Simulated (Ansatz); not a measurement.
# MoWSe3: the cost of one run

Method: DFT PBE, scalar-relativistic, plane waves, PAW, in Ansatz 0.2.0.

## (1) The system as given

Symmetry: Pm-3m, No. 221, cubic system. Conventional cell: a = 4.694 Å, b = 4.694 Å, c = 4.694 Å, α = 90.00°, β = 90.00°, γ = 90.00°. Mo (site symmetry m-3m) is surrounded by 6 Se at 2.35 Å. W (site symmetry m-3m) has 12 Se at 3.32 Å as nearest neighbours. Se (site symmetry 4/mmm) is surrounded by 2 Mo at 2.35 Å and 4 W at 3.32 Å.

Coordinates:

```
CELL_PARAMETERS angstrom
4.69411 0.00000 0.00000
0.00000 4.69411 0.00000
0.00000 0.00000 4.69411
ATOMIC_POSITIONS crystal
Mo 0.50000 0.50000 0.50000
W 0.00000 0.00000 0.00000
Se 0.00000 0.50000 0.50000
Se 0.50000 0.00000 0.50000
Se 0.50000 0.50000 0.00000
```

(A quick probe on a coarse mesh, which set the mesh and smearing, is not shown.)

## (3) Coarse relaxation

input.yaml reads:

```yaml
crystal:
  lattice:
    - [4.6941052524, 0.0, 0.0]
    - [0.0, 4.6941052524, 0.0]
    - [0.0, 0.0, 4.6941052524]
  atoms:
    - { symbol: Mo, position: [0.5, 0.5, 0.5] }
    - { symbol: W, position: [0.0, 0.0, 0.0] }
    - { symbol: Se, position: [0.0, 0.5, 0.5] }
    - { symbol: Se, position: [0.5, 0.0, 0.5] }
    - { symbol: Se, position: [0.5, 0.5, 0.0] }
basis:
  ecutwfc: 420
kpoints:
  mp_grid: { grid: [4, 4, 4] }
hamiltonian:
  xc: pbe
scf:
  occupations: { method: gaussian, width: 0.1 }
  lower_state_search: "off"
output:
  forces: true
  stress: true
  eigenvalues: true
relax:
  adjacent_minimum: "off"
  f_tol: 0.04
  max_steps: 70
  cell: { stress_tol: 0.4 }
```

Run with:

```sh
$ ansatz run input.yaml --threads 1 --pin off --max-ram 2560MiB --backend cpu --events-out ev --progress --plain --runs-dir out
```

Q: Estimate wall time and peak memory on 1 thread of Arm Neoverse V1, shared host.

About 14 s, with a peak of 0.44 GiB.
